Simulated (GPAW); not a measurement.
Here is a GPAW 26.7.0 calculation.

Contents of run.py:

```python
from ase import Atoms
from ase.eos import EquationOfState
from ase.io import Trajectory
from ase.units import GPa
from gpaw import GPAW, PW

atoms = Atoms(['Au', 'Al', 'Al', 'Al'],
              cell=[[-2.025333, 2.025333, 4.0566],
                    [2.025333, -2.025333, 4.0566],
                    [2.025333, 2.025333, -4.0566]],
              scaled_positions=[[0.0, 0.0, 0.0],
                                [0.5, 0.5, 0.0],
                                [0.25, 0.75, 0.5],
                                [0.75, 0.25, 0.5]],
              pbc=True)

traj = Trajectory('eos.traj', 'w')
volumes, energies = [], []
for x in [0.94, 0.96, 0.98, 1.0, 1.02, 1.04, 1.06]:
    a = atoms.copy()
    a.set_cell(atoms.cell * x**(1 / 3), scale_atoms=True)
    calc = GPAW(mode=PW(600),
                xc='PBE',
                kpts={'size': (8, 8, 8), 'gamma': True},
                occupations={'name': 'fermi-dirac', 'width': 0.05},
                nbands=22,
                convergence={'density': 1e-05, 'energy': 1e-05},
                maxiter=150,
                txt=f'eos-{x:.2f}.txt')
    a.calc = calc
    energies.append(a.get_potential_energy(force_consistent=True))
    volumes.append(a.get_volume())
    p = -a.get_stress()[:3].mean() / GPa
    calc.write(f'eos-{x:.2f}.gpw')
    traj.write(a)
    print(f'{x:.2f} {volumes[-1]:10.4f} A^3 {energies[-1]:14.6f} eV {p:9.3f} GPa', flush=True)

v0, e0, B = EquationOfState(volumes, energies, eos='birchmurnaghan').fit()
print(f'V0 = {v0:.4f} A^3, E0 = {e0:.6f} eV, B0 = {B / GPa:.2f} GPa')
```

Potentials or basis: GPAW PAW data sets (gpaw-data 1.2.1), pw.

Launch:

```sh
$ OMP_NUM_THREADS=1 python run.py
```

Q: Estimate the bulk modulus at fixed shape and positions.

A: 95 GPa.

Q: Estimate the pressure derivative of the bulk modulus.

A: 4.9.

Q: Estimate the equilibrium volume.

A: 16.76 Å³/atom.

Energy against volume, from the lowest point:
```
volume (Å³/atom)  energy (meV/atom)
          15.642              25.10
          15.974              11.76
          16.307               3.59
          16.640               0.00
          16.973               0.49
          17.306               4.60
          17.638              11.93
```

Caveat: with this Au data set, volumes or pressures lay over 1.5 % or 2 GPa off other programs in two to four cells of ten; the cell was scaled at fixed shape and fractional positions, which overstates the stiffness of a crystal with free parameters, most of all of layers and chains. Spin-orbit coupling is left out, which matters for the levels of Au.
